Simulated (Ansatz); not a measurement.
# K7NaCl8: the cost of one run

Method: DFT PBE, scalar-relativistic, plane waves, PAW, in Ansatz 0.2.0.

## (1) The starting structure

The cell holds 16 atoms (Cl8K7Na): a = 8.056 Å, b = 8.145 Å, c = 8.139 Å, α = 88.78°, β = 91.06°, γ = 89.26°.

It is the last frame of an earlier stage of the same melt, run at 1150 K.

Structure file:

```
Na Cl K
1.0
     8.05521    0.05240   -0.07491
     0.05240    8.14394    0.08667
    -0.07491    0.08667    8.13841
Na Cl K
1 8 7
Direct
  0.64615 0.39709 0.92426
  0.38953 0.54468 0.66915
  0.87090 0.50802 0.68685
  0.79121 0.80961 0.18460
  0.98693 0.39244 0.25743
  0.30888 0.97684 0.26716
  0.67403 0.08713 0.83788
  0.35574 0.49372 0.09001
  0.16202 0.93845 0.76237
  0.10261 0.71026 0.48775
  0.18629 0.24500 0.56362
  0.05940 0.70712 0.99816
  0.62918 0.13625 0.24593
  0.08808 0.22567 0.96894
  0.65886 0.59312 0.44687
  0.51248 0.77938 0.90727
```

## (2) Dynamics at 640 K

One k point, a Fermi-Dirac width of 0.055 eV and a fixed cell.

File input.yaml:

```yaml
crystal:
  lattice:
    - [8.055211, 0.052398, -0.074907]
    - [0.052398, 8.143938, 0.086674]
    - [-0.074907, 0.086674, 8.138414]
  atoms:
    - { symbol: Na, position: [0.6461492769, 0.3970860645, 0.9242607481] }
    - { symbol: Cl, position: [0.3895343436, 0.5446839215, 0.669152629] }
    - { symbol: Cl, position: [0.8709049181, 0.5080181981, 0.686852257] }
    - { symbol: Cl, position: [0.7912091039, 0.8096144979, 0.184599141] }
    - { symbol: Cl, position: [0.9869278208, 0.3924366718, 0.257432509] }
    - { symbol: Cl, position: [0.3088840651, 0.9768355791, 0.2671631813] }
    - { symbol: Cl, position: [0.6740294349, 0.0871320237, 0.8378780699] }
    - { symbol: Cl, position: [0.355735328, 0.4937163662, 0.0900098495] }
    - { symbol: Cl, position: [0.1620215232, 0.9384519512, 0.762370125] }
    - { symbol: K, position: [0.1026139191, 0.7102598254, 0.4877472353] }
    - { symbol: K, position: [0.1862899377, 0.2449954151, 0.5636248812] }
    - { symbol: K, position: [0.0594023378, 0.7071186684, 0.9981614445] }
    - { symbol: K, position: [0.6291810161, 0.1362454697, 0.2459262651] }
    - { symbol: K, position: [0.0880797421, 0.225665711, 0.9689447877] }
    - { symbol: K, position: [0.6588560899, 0.5931203854, 0.4468657891] }
    - { symbol: K, position: [0.5124764944, 0.7793845589, 0.907270023] }
  symmetry: { detect: false }
basis:
  ecutwfc: 420
  xc_grid: 1
kpoints:
  mp_grid: { grid: [1, 1, 1], shift: [0.0, 0.0, 0.0] }
hamiltonian:
  xc: pbe
scf:
  occupations: { method: fermi_dirac, width: 0.0552 }
  lower_state_search: "off"
  convergence: { dr2_threshold: 1.0e-05 }
output:
  forces: true
  stress: true
md:
  timestep: 3.0
  n_steps: 250
  ensemble: nvt_langevin
  friction: 0.03
  temperature: 640.0
  initial_velocities: maxwell_boltzmann
  seed: 73785
```

Run with:

```bash
$ ansatz run input.yaml --threads 2 --pin off --max-ram 5120MiB --backend cpu --events-out ev --progress --plain --runs-dir out
```

**Question.** How long does this run take on 2 threads of Arm Neoverse V1, shared host, and how much memory does it need?

About 4.2 min, with a peak of 0.48 GiB.
